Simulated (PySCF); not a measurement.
# GeSe (Germanium monoselenide) in PySCF: notebook

One molecule, GeSe (Germanium monoselenide), is run at these levels: PBE, PBE50, r2SCAN0+D3(BJ); tasks: atomic charges.

All numbers are computed with PySCF 2.14.0; they aren't measurements. Logs are shortened: lines on timing, memory, paths and dates and some standing lists are left out, and cuts for length are marked.

## (1) The structure

The cell holds a molecule in a box, 2 atoms: a = 9.000 Å, b = 9.000 Å, c = 12.000 Å, α = 90.00°, β = 90.00°, γ = 90.00°.

## (2) Atomic charges, PBE

File run.py:

```python
import json
import numpy as np
from pyscf.pbc import gto, scf, dft, df
from pyscf.pbc.tools import pyscf_ase
from ase.io import read

atoms = read('GeSe.cif')
cell = pyscf_ase.cell_from_ase(atoms)
cell.basis = '6-31g*'
cell.exp_to_discard = 0
cell.precision = 1e-08
cell.max_memory = 2520  # MB
cell.verbose = 4
cell.build()

res = {}
kpts = cell.make_kpts([1, 1, 1])
mf = dft.KRKS(cell, kpts, xc='pbe')
mf = mf.density_fit()
mf.with_df._cderi_to_save = 'cderi.h5'
mf.with_df.build(j_only=False)
mf.conv_tol = 1e-07
mf.max_cycle = 60

mf.kernel()
res.update(converged=bool(mf.converged), e_tot=mf.e_tot, nelec=cell.nelectron, nao=cell.nao, mesh=list(map(int, cell.mesh)), a=cell.lattice_vectors().tolist(), coords=cell.atom_coords().tolist(),
           mo_energy=[np.real(x).tolist() for x in mf.mo_energy], mo_occ=[np.real(x).tolist() for x in mf.mo_occ])
res.update(kpts=cell.get_scaled_kpts(kpts).tolist())
res['parts'] = {k: float(np.real(v)) for k, v in mf.scf_summary.items() if np.isscalar(v)}
json.dump(res, open('results.json', 'w'))
if not mf.converged:
    raise SystemExit('SCF not converged')

print('levels (eV)')
for i, kp in enumerate(res['kpts'][:40]):
    print('k %7.4f %7.4f %7.4f  ' % tuple(kp), ' '.join('%.3f' % (x * 27.211386) for x in res['mo_energy'][i][:38]))

# Mulliken populations
dm, s = np.asarray(mf.make_rdm1()), np.asarray(mf.get_ovlp())
sites = cell.aoslice_by_atom()[:, 2:]
tot = np.einsum('kij,kji->i', dm, s).real / len(kpts)
res['mulliken'] = [cell.atom_charge(i) - tot[a0:a1].sum() for i, (a0, a1) in enumerate(sites)]
print('Mulliken charges', np.round(res['mulliken'], 5))
res['meta_lowdin'] = mf.mulliken_meta()[1].tolist()

# density on a uniform mesh
grids = dft.gen_grid.UniformGrids(cell)
grids.mesh = [47, 47, 61]
grids.build()
ni = dft.numint.KNumInt()
rho = [ni.get_rho(cell, x, grids, kpts) for x in [dm]]
np.save('rho.npy', np.reshape(rho, (-1, *grids.mesh)))
res['done'] = True
json.dump(res, open('results.json', 'w'))
```

File GeSe.cif:

```cif
data_GeSe
_cell_length_a 9.00000000
_cell_length_b 9.00000000
_cell_length_c 12.00000000
_cell_angle_alpha 90.00000000
_cell_angle_beta 90.00000000
_cell_angle_gamma 90.00000000
_space_group_name_H-M_alt 'P1'
_space_group_name_Hall 'P 1'
_space_group_IT_number 1
loop_
_space_group_symop_operation_xyz
'x,y,z'
loop_
_atom_site_label
_atom_site_type_symbol
_atom_site_symmetry_multiplicity
_atom_site_Wyckoff_symbol
_atom_site_fract_x
_atom_site_fract_y
_atom_site_fract_z
_atom_site_occupancy
Ge1 Ge 1 a 0.5014444400 0.5023333300 0.4138904600 1
Se1 Se 1 a 0.5014444400 0.5023333300 0.5917762100 1
```

Potentials or basis: 6-31g* (all-electron).

Run with:

```bash
> OMP_NUM_THREADS=2 python -u run.py > log
```

Log:

```text
Discarded 0 diffused primitive functions, 0 contracted functions

PySCF version 2.14.0

[INPUT] verbose = 4
[INPUT] num. atoms = 2
[INPUT] num. electrons = 66
[INPUT] charge = 0
[INPUT] spin (= nelec alpha-beta = 2S) = 0
[INPUT] symmetry False subgroup None
[INPUT] Mole.unit = angstrom
[INPUT] Symbol           X                Y                Z      unit          X                Y                Z       unit  Magmom
[INPUT]  1 Ge     4.512999960000   4.520999970000   4.966685520000 AA    8.528333924573   8.543451752467   9.385675379643 Bohr   0.0
[INPUT]  2 Se     4.512999960000   4.520999970000   7.101314520000 AA    8.528333924573   8.543451752467  13.419539567197 Bohr   0.0

nuclear repulsion = -49.4668346413191
number of shells = 24
number of NR pGTOs = 190
number of NR cGTOs = 64
basis = 6-31g*
ecp = {}
lattice vectors  a1 [17.007535121, 0.000000000, 0.000000000]
                 a2 [0.000000000, 17.007535121, 0.000000000]
                 a3 [0.000000000, 0.000000000, 22.676713495]
dimension = 3
low_dim_ft_type = None
Cell volume = 6559.38
exp_to_discard = 0
rcut = 29.524367151608605 (nimgs = [2 2 2])
precision = 1e-08
pseudo = None
ke_cutoff = 7006310.32924354
    = [20267 20267 27023] mesh (11099732082647 PWs)

******** <class 'pyscf.pbc.df.df.GDF'> ********
auxbasis = None
exp_to_discard = 0
len(kpts) = 1
Default auxbasis cc-pvdz-jkfit is used for Ge 6-31g*
Default auxbasis cc-pvdz-jkfit is used for Se 6-31g*
Drop 0 primitive fitting functions
make aux basis, num shells = 94, num cGTOs = 342
auxcell.rcut 16.57804016855935

******** <class 'pyscf.pbc.df.rsdf_builder._RSGDFBuilder'> ********
mesh = [25 25 31] (19375 PWs)
ke_cutoff = 8.636783496626878
omega = 0.36529656304116664
exclude_d_aux = True
exclude_dd_block = True
j2c_eig_always = False
has_long_range = True

******** <class 'pyscf.pbc.dft.krks.KRKS'> ********
method = KRKS
initial guess = minao
damping factor = 0
level_shift factor = 0
DIIS = <class 'pyscf.scf.diis.CDIIS'>
diis_start_cycle = 1
diis_space = 8
diis_damp = 0
SCF conv_tol = 1e-07
SCF conv_tol_grad = None
SCF max_cycles = 60
direct_scf = True
direct_scf_tol = 1e-13

******** PBC SCF flags ********
N kpts = 1
Exchange divergence treatment (exxdiv) = ewald
    madelung (= occupied orbital energy shift) = 0.14711835737622025
    Total energy shift due to Ewald probe charge = -1/2 * Nelec*madelung = -4.85490579342
DF object = <pyscf.pbc.df.df.GDF object>
XC functionals = pbe
small_rho_cutoff = 0
radial grids:
    Treutler-Ahlrichs [JCP 102, 346 (1995); DOI:10.1063/1.469408] (M4) radial grids

becke partition: Becke, JCP 88, 2547 (1988); DOI:10.1063/1.454033
pruning grids: <function nwchem_prune>
grids dens level: 3
symmetrized grids: False
atomic radii adjust function: <function treutler_atomic_radii_adjust>
Set gradient conv threshold to 0.000316228

******** <class 'pyscf.pbc.df.rsdf_builder._RSNucBuilder'> ********
mesh = [33 33 45] (49005 PWs)
ke_cutoff = 17.469760593670962
omega = 0.5254118014908918
exclude_d_aux = False
exclude_dd_block = True
j2c_eig_always = False
has_long_range = True
tot grids = 41028
cell vol = 6559.38113  sum(weights) = 6565.51385
nelec by numeric integration = 66.00000798173645
init E= -4476.91254821015
  HOMO = -0.232916704002  LUMO = -0.0860478658347  gap/eV = 3.99650
nelec by numeric integration = 66.0000059995588
cycle= 1 E= -4477.255622135  delta_E= -0.343  |g|= 0.648  |ddm|= 1.88
  HOMO = -0.200492064159  LUMO = -0.0635839680444  gap/eV = 3.72546
nelec by numeric integration = 66.00000701903315
cycle= 2 E= -4475.76189025906  delta_E= 1.49  |g|= 1.86  |ddm|= 3.14
  HOMO = -0.213510643317  LUMO = -0.073556605556  gap/eV = 3.80834
nelec by numeric integration = 66.00000585919668
cycle= 3 E= -4477.25980904217  delta_E= -1.5  |g|= 0.482  |ddm|= 3.16
  HOMO = -0.212819883148  LUMO = -0.0844817978323  gap/eV = 3.49226
nelec by numeric integration = 66.00000612149715
cycle= 4 E= -4477.34796727312  delta_E= -0.0882  |g|= 0.0581  |ddm|= 0.771
  HOMO = -0.21688304031  LUMO = -0.0916277190999  gap/eV = 3.40837
nelec by numeric integration = 66.00000598371238
cycle= 5 E= -4477.34898660073  delta_E= -0.00102  |g|= 0.0209  |ddm|= 0.109
  HOMO = -0.218884020162  LUMO = -0.0919096912817  gap/eV = 3.45515
nelec by numeric integration = 66.00000595215091
cycle= 6 E= -4477.34915791511  delta_E= -0.000171  |g|= 0.00781  |ddm|= 0.0346
  HOMO = -0.218234339473  LUMO = -0.0911303720448  gap/eV = 3.45868
nelec by numeric integration = 66.00000598123911
cycle= 7 E= -4477.34917963011  delta_E= -2.17e-05  |g|= 0.00288  |ddm|= 0.0111
  HOMO = -0.218370067425  LUMO = -0.0912169244419  gap/eV = 3.46001
nelec by numeric integration = 66.0000059766861
cycle= 8 E= -4477.34918110491  delta_E= -1.47e-06  |g|= 0.00176  |ddm|= 0.00179
  HOMO = -0.218425341368  LUMO = -0.0911889975371  gap/eV = 3.46228
nelec by numeric integration = 66.00000597630046
cycle= 9 E= -4477.34918254531  delta_E= -1.44e-06  |g|= 0.000203  |ddm|= 0.00242
  HOMO = -0.218432864893  LUMO = -0.0911880508715  gap/eV = 3.46251
nelec by numeric integration = 66.00000597625727
cycle= 10 E= -4477.34918255939  delta_E= -1.41e-08  |g|= 1.38e-05  |ddm|= 0.000274
  HOMO = -0.218432359348  LUMO = -0.091185620186  gap/eV = 3.46256
nelec by numeric integration = 66.00000597632828
Extra cycle  E= -4477.34918255874  delta_E= 6.53e-10  |g|= 4.24e-05  |ddm|= 8.02e-05
converged SCF energy = -4477.34918255874
levels (eV)
k  0.0000  0.0000  0.0000   -12300.388 -10804.305 -1561.632 -1402.470 -1402.470 -1402.467 -1338.649 -1192.176 -1192.176 -1192.110 -204.845 -163.132 -150.061 -150.035 -150.035 -114.595 -114.595 -114.418 -52.647 -52.614 -52.614 -52.587 -52.587 -29.849 -29.849 -29.760 -29.728 -29.728 -16.470 -10.746 -5.996 -5.944 -5.944 -2.481 -2.481 0.850 2.876 4.890
Mulliken charges [ 0.10791 -0.10791]
 ** Mulliken pop on meta-lowdin orthogonal AOs **
 ** Mulliken pop  **
pop of  0 Ge 1s           2.00000
pop of  0 Ge 2s           1.99999
pop of  0 Ge 3s           1.99976
pop of  0 Ge 4s           1.84578
pop of  0 Ge 5s           0.01483
pop of  0 Ge 2px          2.00000
pop of  0 Ge 2py          2.00000
pop of  0 Ge 2pz          2.00000
pop of  0 Ge 3px          1.99990
pop of  0 Ge 3py          1.99990
pop of  0 Ge 3pz          1.99994
pop of  0 Ge 4px          0.51308
pop of  0 Ge 4py          0.51308
pop of  0 Ge 4pz          0.90916
pop of  0 Ge 5px          0.00146
pop of  0 Ge 5py          0.00146
pop of  0 Ge 5pz          0.01030
pop of  0 Ge 3dxy         1.99919
pop of  0 Ge 3dyz         1.99901
pop of  0 Ge 3dz^2        1.99861
pop of  0 Ge 3dxz         1.99901
pop of  0 Ge 3dx2-y2      1.99919
pop of  0 Ge 4dxy         0.00051
pop of  0 Ge 4dyz         0.00416
pop of  0 Ge 4dz^2        0.00445
pop of  0 Ge 4dxz         0.00416
pop of  0 Ge 4dx2-y2      0.00051
pop of  0 Ge 5dxy         0.00030
pop of  0 Ge 5dyz         0.00231
pop of  0 Ge 5dz^2        0.00224
pop of  0 Ge 5dxz         0.00231
pop of  0 Ge 5dx2-y2      0.00030
pop of  1 Se 1s           2.00000
pop of  1 Se 2s           1.99998
pop of  1 Se 3s           1.99974
pop of  1 Se 4s           1.83032
pop of  1 Se 5s           0.00872
pop of  1 Se 2px          1.99999
pop of  1 Se 2py          1.99999
pop of  1 Se 2pz          1.99999
pop of  1 Se 3px          1.99988
pop of  1 Se 3py          1.99988
pop of  1 Se 3pz          1.99988
pop of  1 Se 4px          1.47576
pop of  1 Se 4py          1.47576
pop of  1 Se 4pz          1.36058
pop of  1 Se 5px          0.00087
pop of  1 Se 5py          0.00087
pop of  1 Se 5pz          0.00880
pop of  1 Se 3dxy         1.99971
pop of  1 Se 3dyz         1.99964
pop of  1 Se 3dz^2        1.99957
pop of  1 Se 3dxz         1.99964
pop of  1 Se 3dx2-y2      1.99971
pop of  1 Se 4dxy         0.00028
pop of  1 Se 4dyz         0.00380
pop of  1 Se 4dz^2        0.00711
pop of  1 Se 4dxz         0.00380
pop of  1 Se 4dx2-y2      0.00028
pop of  1 Se 5dxy         0.00001
pop of  1 Se 5dyz         0.00015
pop of  1 Se 5dz^2        0.00026
pop of  1 Se 5dxz         0.00015
pop of  1 Se 5dx2-y2      0.00001
 ** Mulliken atomic charges  **
charge of    0Ge =      0.17516
charge of    1Se =     -0.17516
```

Run time: 14 s. Hardware: 2 threads of Arm Neoverse V1, shared host; peak memory 1.7 GiB.

Results:

- Free energy: -121834.8780 eV
- Gap between the frontier levels: 3.46 eV
- Meta-löwdin charges: Ge +0.18; Se -0.18 e

Levels at points of the mesh, in eV from the valence-band top:
```
           k point  band 31  band 32  band 33  band 34  band 35  band 36
(0.00, 0.00, 0.00)    -0.05     0.00     0.00     3.46     3.46     6.79
```

Caveat: this is a molecule in a periodic box at the Γ point, so its band gap is the HOMO-LUMO gap; population charges move with the basis; relativity is left out, which matters for the heavier elements; the basis of atomic orbitals isn't converged, which shifts pressures, moduli and gaps.

## (3) Atomic charges, PBE50

Changes to run.py since step 2:

```diff
@@ -17,6 +17,5 @@
 kpts = cell.make_kpts([1, 1, 1])
-mf = dft.KRKS(cell, kpts, xc='pbe')
+mf = dft.KRKS(cell, kpts, xc='HYB_GGA_XC_PBE50', exxdiv='ewald')
 mf = mf.density_fit()
-mf.with_df._cderi_to_save = 'cderi.h5'
-mf.with_df.build(j_only=False)
+mf.with_df._cderi = 'cderi.h5'  # three-centre integrals saved by an earlier run on this cell, basis and mesh
 mf.conv_tol = 1e-07
@@ -44,10 +43,2 @@
 res['meta_lowdin'] = mf.mulliken_meta()[1].tolist()
-
-# density on a uniform mesh
-grids = dft.gen_grid.UniformGrids(cell)
-grids.mesh = [47, 47, 61]
-grids.build()
-ni = dft.numint.KNumInt()
-rho = [ni.get_rho(cell, x, grids, kpts) for x in [dm]]
-np.save('rho.npy', np.reshape(rho, (-1, *grids.mesh)))
 res['done'] = True
```

GeSe.cif is that of step 2.

Potentials or basis: 6-31g* (all-electron).

Run with:

```bash
> OMP_NUM_THREADS=2 python -u run.py > log
```

Run time: 7.1 s. Hardware: 2 threads of Arm Neoverse V1, shared host; peak memory 1.6 GiB.

It converged, with:

```yaml
Free_energy: -121826.0095 eV
Gap_between_the_frontier_levels: 6.91 eV
Meta-löwdin_charges: Ge +0.26; Se -0.26 e
```

Levels at points of the mesh, in eV from the valence-band top:
| k point | band 29 | band 30 | band 31 | band 32 | band 33 | band 34 |
| --- | --- | --- | --- | --- | --- | --- |
| (0.00, 0.00, 0.00) | -12.60 | -5.53 | -0.21 | 0.00 | 0.00 | 6.91 |

Caveat: this is a molecule in a periodic box at the Γ point, so its band gap is the HOMO-LUMO gap; population charges move with the basis; relativity is left out, which matters for the heavier elements; the basis of atomic orbitals isn't converged, which shifts pressures, moduli and gaps.

## (4) Atomic charges, r2SCAN0+D3(BJ)

Changes to run.py since step 3:

```diff
@@ -16,4 +16,9 @@
 res = {}
+from pyscf.dispersion import dftd3
+d = dftd3.DFTD3Dispersion(cell, xc='r2scan0', version='d3bj', atm=False).get_dispersion(grad=True)
+print('dispersion energy = %.10f' % d['energy'])
+res['e_disp'] = float(d['energy'])
+
 kpts = cell.make_kpts([1, 1, 1])
-mf = dft.KRKS(cell, kpts, xc='HYB_GGA_XC_PBE50', exxdiv='ewald')
+mf = dft.KRKS(cell, kpts, xc='HYB_MGGA_XC_R2SCAN0', exxdiv='ewald')
 mf = mf.density_fit()
```

GeSe.cif is that of step 3.

Run with:

```bash
> OMP_NUM_THREADS=2 python -u run.py > log
```

It took 7.9 s on 2 threads of Arm Neoverse V1, shared host; peak memory 1.6 GiB.

Results (log left out):

```
Free energy                     : -121843.5667 eV
Gap between the frontier levels : 5.38 eV
Meta-löwdin charges             : Ge +0.23; Se -0.23 e
Dispersion energy per atom      : -0.009 eV
```

Levels at points of the mesh, in eV from the valence-band top:
```
           k point  band 30  band 31  band 32  band 33  band 34  band 35  band 36  band 37
(0.00, 0.00, 0.00)    -5.26    -0.12     0.00     0.00     5.38     5.38     9.10    11.26
```

Caveat: this is a molecule in a periodic box at the Γ point, so its band gap is the HOMO-LUMO gap; the energy listed adds the dispersion energy to the SCF energy of the log; population charges move with the basis; relativity is left out, which matters for the heavier elements; the basis of atomic orbitals isn't converged, which shifts pressures, moduli and gaps.

## (5) Summary

| level | exxdiv | three-centre integrals | three-body dispersion term | gap on the mesh (eV) |
| --- | --- | --- | --- | --- |
| PBE | - | - | - | 3.46 |
| PBE50 | ewald | read from an earlier run's file | - | 6.91 |
| r2SCAN0+D3(BJ) | ewald | read from an earlier run's file | no | 5.38 |

Alike in all rows: task atomic charges; potentials or basis 6-31g* (all-electron); no spin polarisation; cell as given; k mesh 1 × 1 × 1; smearing fixed.

Caveats: this is a molecule in a periodic box at the Γ point, so its band gap is the HOMO-LUMO gap; relativity is left out, which matters for the heavier elements; the basis of atomic orbitals isn't converged, which shifts pressures, moduli and gaps.

Total energies depend on the potentials used, so only differences within one code and one set of settings carry meaning.
